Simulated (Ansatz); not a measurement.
# MoAu2: the cost of one run

Program: Ansatz 0.2.0. Level of theory: DFT PBE, scalar-relativistic, plane waves, PAW. These are calculated values, not measurements.

## 1. The system as given

It takes space group I4/mmm (No. 139, tetragonal). Conventional cell: a = 4.046 Å, b = 4.046 Å, c = 6.635 Å, α = 90.00°, β = 90.00°, γ = 90.00°. Mo (site symmetry 4/mmm) is surrounded by 10 Au at 2.70 to 2.93 Å. Au (site symmetry 4mm) is surrounded by 1 Au at 1.23 Å.

As a file:

```cif
data_structure
_symmetry_space_group_name_H-M 'P 1'
_symmetry_Int_Tables_number 1
_cell_length_a 4.3807
_cell_length_b 4.3807
_cell_length_c 4.3807
_cell_angle_alpha 124.999
_cell_angle_beta 124.999
_cell_angle_gamma 81.541
_cell_volume 54.30
loop_
_atom_site_label
_atom_site_type_symbol
_atom_site_fract_x
_atom_site_fract_y
_atom_site_fract_z
_atom_site_occupancy
Mo1 Mo 0.00000 0.00000 0.00000 1
Au1 Au 0.59300 0.59300 0.00000 1
Au2 Au 0.40700 0.40700 0.00000 1
```

(A quick probe on a coarse mesh, which set the mesh and smearing, is not shown.)

## 3. Coarse relaxation

The input, input.yaml:

```yaml
crystal:
  lattice:
    - [-2.022814418, 2.022814418, 3.317623647]
    - [2.022814418, -2.022814418, 3.317623647]
    - [2.022814418, 2.022814418, -3.317623647]
  atoms:
    - { symbol: Mo, position: [0.0, 0.0, 0.0] }
    - { symbol: Au, position: [0.593, 0.593, 0.0] }
    - { symbol: Au, position: [0.407, 0.407, 0.0] }
basis:
  ecutwfc: 420
kpoints:
  mp_grid: { grid: [6, 6, 6] }
hamiltonian:
  xc: pbe
scf:
  occupations: { method: gaussian, width: 0.1 }
  lower_state_search: "off"
output:
  forces: true
  stress: true
  eigenvalues: true
relax:
  adjacent_minimum: "off"
  f_tol: 0.04
  max_steps: 70
  cell: { stress_tol: 0.4 }
```

Command:

```
> ansatz run input.yaml --threads 1 --pin off --max-ram 2560MiB --backend cpu --events-out ev --progress --plain --runs-dir out
```

What time and memory should one allow on 1 thread of Arm Neoverse V2, shared host?

About 46 s, with a peak of 0.37 GiB.
